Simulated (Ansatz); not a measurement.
Geometry optimisation, DFT PBE, scalar-relativistic, plane waves, PAW (Ansatz).

input.yaml

```yaml
crystal:
  lattice:
    - [-2.4605, 4.261711, 5.4163]
    - [4.921, 0.0, 5.4163]
    - [4.921, 8.523422, 0.0]
  atoms:
    - { symbol: Si, position: [0.1817667, 0.6515667, 0.9091167] }
    - { symbol: Si, position: [0.3182333, 0.8484333, 0.0757833] }
    - { symbol: Si, position: [0.25, 0.25, 0.1401] }
    - { symbol: O, position: [0.2831667, 0.4307668, 0.9921666] }
    - { symbol: O, position: [0.2168332, 0.0692332, 0.0991334] }
    - { symbol: O, position: [0.7311834, 0.3160834, 0.2082083] }
    - { symbol: O, position: [0.4434499, 0.1759499, 0.204475] }
    - { symbol: O, position: [0.0565501, 0.3240501, 0.264175] }
    - { symbol: O, position: [0.7688166, 0.1839166, 0.9818417] }
    - { symbol: Si, position: [0.1817667, 0.6515667, 0.4091167] }
    - { symbol: Si, position: [0.3182333, 0.8484333, 0.5757833] }
    - { symbol: Si, position: [0.25, 0.25, 0.6401] }
    - { symbol: O, position: [0.2831667, 0.4307668, 0.4921666] }
    - { symbol: O, position: [0.2168333, 0.0692332, 0.5991334] }
    - { symbol: O, position: [0.7311834, 0.3160834, 0.7082083] }
    - { symbol: O, position: [0.4434499, 0.1759499, 0.704475] }
    - { symbol: O, position: [0.0565501, 0.3240501, 0.764175] }
    - { symbol: O, position: [0.7688166, 0.1839166, 0.4818417] }
    - { symbol: Si, position: [0.6817667, 0.1515667, 0.1591167] }
    - { symbol: Si, position: [0.8182333, 0.3484333, 0.3257833] }
    - { symbol: Si, position: [0.75, 0.75, 0.3901] }
    - { symbol: O, position: [0.7831668, 0.9307668, 0.2421666] }
    - { symbol: O, position: [0.7168332, 0.5692332, 0.3491334] }
    - { symbol: O, position: [0.2311834, 0.8160834, 0.4582083] }
    - { symbol: O, position: [0.9434499, 0.6759499, 0.454475] }
    - { symbol: O, position: [0.5565501, 0.8240501, 0.514175] }
    - { symbol: O, position: [0.2688166, 0.6839166, 0.2318417] }
    - { symbol: Si, position: [0.6817667, 0.1515667, 0.6591167] }
    - { symbol: Si, position: [0.8182333, 0.3484333, 0.8257833] }
    - { symbol: Si, position: [0.75, 0.75, 0.8901] }
    - { symbol: O, position: [0.7831668, 0.9307668, 0.7421666] }
    - { symbol: O, position: [0.7168332, 0.5692332, 0.8491334] }
    - { symbol: O, position: [0.2311834, 0.8160834, 0.9582083] }
    - { symbol: O, position: [0.9434499, 0.6759499, 0.954475] }
    - { symbol: O, position: [0.5565501, 0.8240501, 0.014175] }
    - { symbol: O, position: [0.2688166, 0.6839166, 0.7318417] }
    - { symbol: O, position: [0.0054246, 0.6266675, 0.2436958], spin: 1.0 }
magnetization:
  spin_polarized: true
basis:
  ecutwfc: 420.0
kpoints:
  mp_grid: { grid: [2, 2, 2] }
hamiltonian:
  xc: pbe
  pseudopotentials: { kind: paw, azcp: { folder: soft_1 } }
scf:
  occupations: { method: fermi_dirac, width: 0.05 }
  lower_state_search: "off"
relax:
  f_tol: 0.03
  max_steps: 60
  adjacent_minimum: "off"
```

Run as:

```bash
$ ansatz run input.yaml --threads 4 --pin off --max-ram 10240MiB --backend cpu --events-out ev --progress --plain --runs-dir out
```

Task: Where does it end, and by what steps?

Result: The forces met the threshold. Limits of this set-up: a small cell, in which the defect meets its images, a typed lattice constant that wasn't relaxed here. After 10 steps the energy has fallen by 1.782 eV; O37 moved furthest, 0.54 Å.

| step | energy less start (eV) | largest force component (eV/Å) | accepted |
| --- | --- | --- | --- |
| 0 | 0.0000 | 3.129 | yes |
| 1 | -1.0242 | 1.575 | yes |
| 2 | -1.6514 | 0.374 | yes |
| 3 | -1.7207 | 0.286 | yes |
| 4 | -1.7457 | 0.412 | yes |
| 5 | -1.7695 | 0.164 | yes |
| 6 | -1.7528 | 0.537 | no |
| 7 | -1.7793 | 0.122 | yes |
| 8 | -1.7820 | 0.037 | yes |
| 9 | -1.7809 | 0.077 | no |
| 10 | -1.7824 | 0.010 | yes |

```xyz
37
Lattice="-2.4605 4.2617 5.4163 4.9210 0.0000 5.4163 4.9210 8.5234 0.0000" Properties=species:S:1:pos:R:3
Si 7.150 8.515 4.520
Si 3.711 2.012 6.316
Si 1.318 2.241 2.623
O 6.256 9.676 3.823
O 0.289 1.754 1.466
O 0.956 4.717 5.721
O 0.851 3.653 3.271
O 2.777 2.473 1.943
O 3.877 11.596 5.094
Si 4.735 4.360 4.560
Si 6.122 6.345 6.408
Si 3.759 6.580 2.679
O 3.778 5.483 3.885
O 2.717 6.089 1.535
O 3.191 9.097 5.703
O 3.299 8.010 3.295
O 5.234 6.790 2.035
O 1.396 7.273 5.028
Si -0.019 4.192 4.526
Si 1.379 6.200 6.242
Si 3.661 6.601 8.249
O 4.088 5.498 9.425
O 2.893 6.089 6.848
O 5.588 4.927 5.814
O 3.307 8.093 8.836
O 5.168 6.881 7.594
O 3.760 3.170 5.150
Si 2.302 8.503 4.479
Si 3.766 10.490 6.294
Si 6.188 10.751 8.125
O 6.239 9.641 9.304
O 5.242 10.226 6.911
O 8.069 9.141 5.713
O 5.592 12.103 8.770
O 2.752 2.535 7.524
O 6.154 7.419 5.178
O 4.512 1.630 3.523
```

Whether the end is a true minimum wasn't checked by a vibrational analysis.

Time of the run: 6.8 min on 4 threads of Intel(R) Xeon(R) Processor @ 2.50GHz (Skylake/Cascade Lake), on a shared host, peak memory 1.9 GiB.
